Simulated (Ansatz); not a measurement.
# CH₄ClO₂Sb: one species, many methods

Aim: compute CH₄ClO₂Sb with functionals from several rungs and with coupled cluster, and see how far each lands from CCSD(T) at the basis-set limit for the atomisation energy.

Computed with Ansatz 0.2.0, Gaussian basis. Level: functionals in def2-TZVPP, the program's frozen cores in correlated methods.

The runs, in order: LDA (SPW92), PBE-D4, revPBE-D4, BLYP-D4, r2SCAN-D4, B97M-V, PBE0-D4, B3LYP-D4, r2SCANh-D4, r2SCAN0-D4, HSE06-D4, BHLYP-D4, CAM-B3LYP-D4, LC-ωPBE, ωB97X-V, ωB97M-V, B2PLYP, PBE-QIDH; CCSD(T)/def2-SVP; CCSD(T)/def2-TZVPP; MP2/def2-QZVPP; extrapolation to the limit; RPA on PBE.

### 1 The geometry

The geometry comes from an earlier relaxation with PBE0-D4 in a triple-zeta def2 set; it is a stationary point, not always the lowest conformer. Sb takes the def2 core potential; no spin-orbit term is included.

9 atoms, charge 0, spin multiplicity 1.

Atoms are counted from 1 here; the program's logs count them from 0.

Bond lengths: O1–C2 1.381 Å, O1–H6 0.965 Å, C2–Cl3 1.811 Å, C2–O4 1.358 Å, C2–H7 1.094 Å, O4–Sb5 2.005 Å, Sb5–H8 1.717 Å, Sb5–H9 1.714 Å. Angles: C2–O1–H6 108.0°, O1–C2–Cl3 110.4°, O1–C2–O4 113.8°, O1–C2–H7 106.3°, Cl3–C2–O4 107.0°, Cl3–C2–H7 105.6°, O4–C2–H7 113.5°, C2–O4–Sb5 115.7°, O4–Sb5–H8 94.4°, O4–Sb5–H9 90.9°, H8–Sb5–H9 91.0°.

### 2 LDA

This LDA is Slater exchange with PW92 correlation.

Contents of in.yaml:

```yaml
crystal:
  periodic: [false, false, false]
  atoms:
    - {symbol: O, position_ang: [-0.656843, 1.445468, 0.310478]}
    - {symbol: C, position_ang: [0.217845, 0.473993, 0.755088]}
    - {symbol: Cl, position_ang: [0.329949, 0.504935, 2.561884]}
    - {symbol: O, position_ang: [-0.139543, -0.787248, 0.401469]}
    - {symbol: Sb, position_ang: [-0.544955, -1.062265, -1.542676]}
    - {symbol: H, position_ang: [-1.506957, 1.302151, 0.745054]}
    - {symbol: H, position_ang: [1.209119, 0.764148, 0.394331]}
    - {symbol: H, position_ang: [0.818050, -0.171100, -2.088146]}
    - {symbol: H, position_ang: [0.361933, -2.516183, -1.554685]}
basis:
  gaussian: {orbitals: def2-TZVPP}
hamiltonian: {xc: lda}
output: {orbitals: {seedname: orbitals}}
```

The run is started by

```sh
$ ansatz run in.yaml --threads 4 --pin off --events-out ev --progress --plain --max-ram 10444MiB
```

Further steps of the session: PBE-D4 (GGA); revPBE-D4 (GGA); BLYP-D4 (GGA); r2SCAN-D4 (meta-GGA); B97M-V (meta-GGA); PBE0-D4 (hybrid); B3LYP-D4 (hybrid); r2SCANh-D4 (hybrid); r2SCAN0-D4 (hybrid); HSE06-D4 (hybrid); BHLYP-D4 (hybrid); CAM-B3LYP-D4 (range-separated); LC-ωPBE (range-separated); ωB97X-V (range-separated); ωB97M-V (range-separated); B2PLYP (double hybrid); PBE-QIDH (double hybrid); CCSD(T) in def2-SVP; CCSD(T) in def2-TZVPP; MP2 in def2-QZVPP; RPA on PBE orbitals.

Before running them: what should the planned runs give, taken together? Wanted: atomisation energy, CCSD(T)/CBS; farthest beyond LDA; mean size of error, GGA; mean size of error, meta-GGA; mean size of error, hybrid; mean size of error, range-separated; mean size of error, double hybrid; gap, smallest and largest; T1 diagnostic.

As calculated:

| quantity | value |
| --- | --- |
| atomisation energy, CCSD(T)/CBS | 689.6 kcal/mol |
| functionals within 6.9 kcal/mol (1.0 %) | revPBE-D4, BLYP-D4, r2SCAN-D4, B97M-V, PBE0-D4, B3LYP-D4, HSE06-D4, CAM-B3LYP-D4, ωB97X-V, ωB97M-V |
| farthest beyond LDA | BHLYP-D4 (-39.4 kcal/mol) |
| mean size of error, GGA | 9.7 kcal/mol |
| mean size of error, meta-GGA | 2.7 kcal/mol |
| mean size of error, hybrid | 14.1 kcal/mol |
| mean size of error, range-separated | 4.1 kcal/mol |
| mean size of error, double hybrid | 15.4 kcal/mol |
| gap, smallest and largest | 4.07 eV (LDA (SPW92)), 10.83 eV (LC-ωPBE) |
| T1 diagnostic | 0.0137 |
| triples share of the correlation energy | 3.7 % |

**Reading.** LDA overbinds by 138.6 kcal/mol (20 %). PBE-D4 misses by +22.2 kcal/mol. Double hybrids carry the basis error of their MP2 part in triple zeta, and no dispersion term here, so their miss is partly the set-up's. The rungs meta-GGA, range-separated miss on average by less than the doubt on the reference (6.9 kcal/mol), so they tie. The reference freezes the cores and leaves out spin-orbit coupling and excitations past (T), and its outer-core shells are covered unevenly, so misses under about 6.9 kcal/mol can't be ranked. All levels share the lack of spin-orbit coupling, which lowers the free heavy atoms and so the true binding. Hartree-Fock recovers 62 % of the binding; the rest is correlation. CCSD(T) in def2-SVP is off by -62.3 kcal/mol, more than most functionals: a good method in a small basis is no reference. Orbital gaps span 4.1 to 10.8 eV; exact exchange widens them. Correlated methods include outer-core shells of Sb, which these sets cover unevenly.
